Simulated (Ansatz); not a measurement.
# quartet SnH2F at 5 levels

We compute a comparison of 5 runs (UHF/STO-3G, U-r2SCAN/def2-TZVPP, UBHLYP/def2-TZVPP, UBLYP/def2-TZVPP, UCAM-B3LYP/def2-TZVPP) of quartet SnH2F. 

Program for the calculation: Ansatz 0.2.0.

36 further runs of the same task are left out: 36 set aside as unsound or not needed.

### Step 1. The system as given

The species is SnH2F (4 atoms), meant as a quartet with charge 0. SMILES of the parent species: `[F][SnH2]`. Geometry: relaxed at PBE0-D4/def2-TZVP. That shape belongs to the parent species and isn't relaxed for this state.

Bond lengths: F1–Sn2 1.932 Å, Sn2–H3 1.726 Å, Sn2–H4 1.726 Å. Angles: F1–Sn2–H3 103.3°, F1–Sn2–H4 103.3°, H3–Sn2–H4 113.3°.

### Step 2. The energy at UHF/STO-3G (run 1)

Input file job.yaml:

```yaml
crystal:
  periodic: [false, false, false]
  atoms:
    - symbol: F
      position_ang: [-1.552600, -0.190000, 0.640700]
    - symbol: Sn
      position_ang: [0.028300, -0.242200, -0.468300]
    - symbol: H
      position_ang: [1.184100, -1.054400, 0.524100]
    - symbol: H
      position_ang: [0.395700, 1.426200, -0.716700]
basis:
  gaussian: {orbitals: STO-3G}
magnetization: {spin_polarized: true, initial_magnetization: 3}
hamiltonian: {xc: hf}
accuracy: high
output: {orbitals: {seedname: orbitals}}
```

On the command line:

```bash
$ ansatz run job.yaml --threads 1 --pin off --max-ram 3480MiB --events-out events.jsonl --progress --plain --runs-dir runs
```

The program printed:

```text
Warning: RAYON_NUM_THREADS=1 ignored (pool sized by the plan → 1); use --threads N
Functional definition: HF
  name "HF"
  exchange = exact_x
  correlation = 0
612 factors; integrals over basis functions are off by at most 4.8e-9 eV
mean field evaluation 1: about -164958.2310 eV, gradient 7.9e0 eV
mean field evaluation 2: about -164958.4822 eV, gradient 7.8e0 eV
mean field evaluation 4: about -164961.0377 eV, gradient 3.7e0 eV
mean field evaluation 8: about -164961.5036 eV, gradient 5.8e-2 eV
mean field evaluation 16: about -164961.5019 eV, gradient 1.8e-8 eV
mean field evaluation 32: about -164961.4572 eV, gradient 1.0e-1 eV
mean field evaluation 64: about -164961.3229 eV, gradient 6.0e-1 eV
mean field evaluation 96: about -164959.9707 eV, gradient 3.7e0 eV
mean field -164961.50191754 eV, -6062.2233805477 hartree, gradient 1.8e-8 eV, S^2 3.760841; 2 other end points of the search recorded, 0 dependent functions left out
reference -164961.50191754 eV, -6062.2233805477 hartree; 32, 29 occupied and 2, 5 virtual orbitals, 612 factors
Total energy: -164961.50191754 eV, -6062.2233805477 hartree
```

Run time: 1.4 s. Hardware: 1 thread of Arm Neoverse V1, shared host; peak memory 0.11 GiB.

### Step 3. The energy at U-r2SCAN/def2-TZVPP (core potential) (run 2)

Input file in.yaml:

```yaml
crystal:
  periodic: [false, false, false]
  atoms:
    - {symbol: F, position_ang: [-1.552600, -0.190000, 0.640700]}
    - {symbol: Sn, position_ang: [0.028300, -0.242200, -0.468300]}
    - {symbol: H, position_ang: [1.184100, -1.054400, 0.524100]}
    - {symbol: H, position_ang: [0.395700, 1.426200, -0.716700]}
basis:
  gaussian: {orbitals: def2-TZVPP}
magnetization: {spin_polarized: true, initial_magnetization: 3}
hamiltonian: {xc: {name: r2SCAN}}
accuracy: high
output: {orbitals: {seedname: orbitals}}
```

On the command line:

```bash
$ ansatz run in.yaml --threads 1 --pin off --max-ram 3480MiB --events-out events.jsonl --progress --plain --runs-dir runs
```

The program printed:

```text
Warning: RAYON_NUM_THREADS=1 ignored (pool sized by the plan → 1); use --threads N
Functional definition: r2SCAN
  name "r2SCAN"
  parameter k0 = 0.174
  parameter k1 = 0.065
  parameter a1 = 4.9479
  exchange = r2scan_x(k0 = k0, k1 = k1, a1 = a1)
  correlation = r2scan_c
1918 factors; integrals over basis functions are off by at most 3.5e-9 eV
mean field evaluation 1: about -8574.0358 eV, gradient 2.8e1 eV
mean field evaluation 2: about -8502.0958 eV, gradient 1.3e2 eV
mean field evaluation 4: about -8575.2328 eV, gradient 1.8e1 eV
mean field evaluation 8: about -8576.7020 eV, gradient 1.6e-1 eV
mean field evaluation 16: about -8576.6981 eV, gradient 2.5e-3 eV
mean field evaluation 32: about -8575.6022 eV, gradient 7.7e0 eV
mean field evaluation 64: about -8576.5897 eV, gradient 3.0e0 eV
mean field -8576.69812527 eV, -315.1878426089 hartree, gradient 1.6e-8 eV, S^2 3.763299; 8 other end points of the search recorded, 0 dependent functions left out
reference -8576.69813126 eV, -315.1878428291 hartree; 18, 15 occupied and 91, 94 virtual orbitals, 1918 factors
Total energy: -8576.69813126 eV, -315.1878428291 hartree
```

Run time: 27 s. Hardware: 1 thread of Arm Neoverse V1, shared host; peak memory 0.44 GiB.

Run 3 isn't shown in full; the table further down has it.

### Step 4. A single-point energy at UBLYP/def2-TZVPP (core potential) (run 4)

Input file run.yaml:

```yaml
crystal:
  periodic: [false, false, false]
  atoms:
    - {symbol: F, position_ang: [-1.552600, -0.190000, 0.640700]}
    - {symbol: Sn, position_ang: [0.028300, -0.242200, -0.468300]}
    - {symbol: H, position_ang: [1.184100, -1.054400, 0.524100]}
    - {symbol: H, position_ang: [0.395700, 1.426200, -0.716700]}
basis:
  gaussian: {orbitals: def2-TZVPP}
total_charge: 0
magnetization: {spin_polarized: true, initial_magnetization: 3}
hamiltonian: {xc: {name: BLYP}}
accuracy: high
output: {orbitals: {seedname: orbitals}}
```

On the command line:

```bash
$ ansatz run run.yaml --threads 1 --pin off --max-ram 3480MiB --events-out events.jsonl --progress --plain --runs-dir runs
```

The program printed:

```text
Warning: RAYON_NUM_THREADS=1 ignored (pool sized by the plan → 1); use --threads N
Functional definition: BLYP
  name "BLYP"
  parameter beta = 0.0042
  parameter a = 0.04918
  parameter b = 0.132
  parameter c = 0.2533
  parameter d = 0.349
  exchange = b88_x(beta = beta)
  correlation = lyp_c(a = a, b = b, c = c, d = d)
1918 factors; integrals over basis functions are off by at most 3.5e-9 eV
mean field evaluation 1: about -8571.0376 eV, gradient 3.1e1 eV
mean field evaluation 2: about -8473.0142 eV, gradient 1.5e2 eV
mean field evaluation 4: about -8569.8253 eV, gradient 2.9e1 eV
mean field evaluation 8: about -8574.0944 eV, gradient 2.7e-1 eV
mean field evaluation 16: about -8574.0947 eV, gradient 2.4e-4 eV
mean field evaluation 32: about -8572.2961 eV, gradient 5.6e0 eV
mean field evaluation 64: about -8572.4359 eV, gradient 2.0e0 eV
mean field -8574.09470872 eV, -315.0921688155 hartree, gradient 3.7e-8 eV, S^2 3.756663; 8 other end points of the search recorded, 0 dependent functions left out
reference -8574.09475285 eV, -315.0921704371 hartree; 18, 15 occupied and 91, 94 virtual orbitals, 1918 factors
Total energy: -8574.09475285 eV, -315.0921704371 hartree
```

Run time: 14 s. Hardware: 1 thread of Arm Neoverse V1, shared host; peak memory 0.32 GiB.

### Step 5. A single-point energy at UCAM-B3LYP/def2-TZVPP (core potential) (run 5)

Input file in.yaml:

```yaml
crystal:
  periodic: [false, false, false]
  atoms:
    - symbol: F
      position_ang: [-1.552600, -0.190000, 0.640700]
    - symbol: Sn
      position_ang: [0.028300, -0.242200, -0.468300]
    - symbol: H
      position_ang: [1.184100, -1.054400, 0.524100]
    - symbol: H
      position_ang: [0.395700, 1.426200, -0.716700]
basis:
  gaussian:
    orbitals: def2-TZVPP
magnetization:
  spin_polarized: true
  initial_magnetization: 3
hamiltonian:
  xc: {name: CAM-B3LYP}
accuracy: high
output:
  orbitals: {seedname: orbitals}
```

On the command line:

```bash
$ ansatz run in.yaml --threads 1 --pin off --max-ram 3480MiB --events-out events.jsonl --progress --plain --runs-dir runs
```

The program printed, shortened:

```text
Warning: RAYON_NUM_THREADS=1 ignored (pool sized by the plan → 1); use --threads N
Functional definition: CAM-B3LYP
  name "CAM-B3LYP"
[...]
1918 factors; integrals over basis functions are off by at most 3.5e-9 eV
356 factors; integrals over basis functions are off by at most 2.2e-9 eV
[...]
mean field -8574.16741838 eV, -315.0948408460 hartree, gradient 6.1e-8 eV, S^2 3.767333; 6 other end points of the search recorded, 0 dependent functions left out
reference -8574.16743416 eV, -315.0948414259 hartree; 18, 15 occupied and 91, 94 virtual orbitals, 1918 factors
Total energy: -8574.16743416 eV, -315.0948414259 hartree
```

It took 24 s on 1 thread of Arm Neoverse V1, shared host; peak memory 0.45 GiB.

### Step 6. Overview of the runs

| run | level | core potential | energy (Eh) | HOMO energy (eV) | ⟨S²⟩ | wall time |
| --- | --- | --- | --- | --- | --- | --- |
| 1 | UHF/STO-3G | none | -6062.223381 | -0.22 | 3.761 | 1.4 s |
| 2 | U-r2SCAN/def2-TZVPP (core potential) | def2-TZVPP | -315.187843 | -2.53 | 3.763 | 27 s |
| 3 | UBHLYP/def2-TZVPP (core potential) | def2-TZVPP | -315.019345 | -3.68 | 3.772 | 22 s |
| 4 | UBLYP/def2-TZVPP (core potential) | def2-TZVPP | -315.092170 | -2.22 | 3.757 | 14 s |
| 5 | UCAM-B3LYP/def2-TZVPP (core potential) | def2-TZVPP | -315.094841 | -4.09 | 3.767 | 24 s |

### Step 7. What came out

| quantity | value |
| --- | --- |
| run 5: total energy | -315.09484 Eh |
| run 5: HOMO energy (highest over α and β) | -4.09 eV |
| run 5: ⟨S²⟩ | 3.767 |

Totals of different functionals can't be ranked against each other. Some runs of one species differ in core potentials or relativity; totals across that change don't compare. In run 1 the basis is minimal, so the values are rough. In run 1 relativity is left out where basis or elements ask for it. All runs together took 89 s, the longest 27 s.
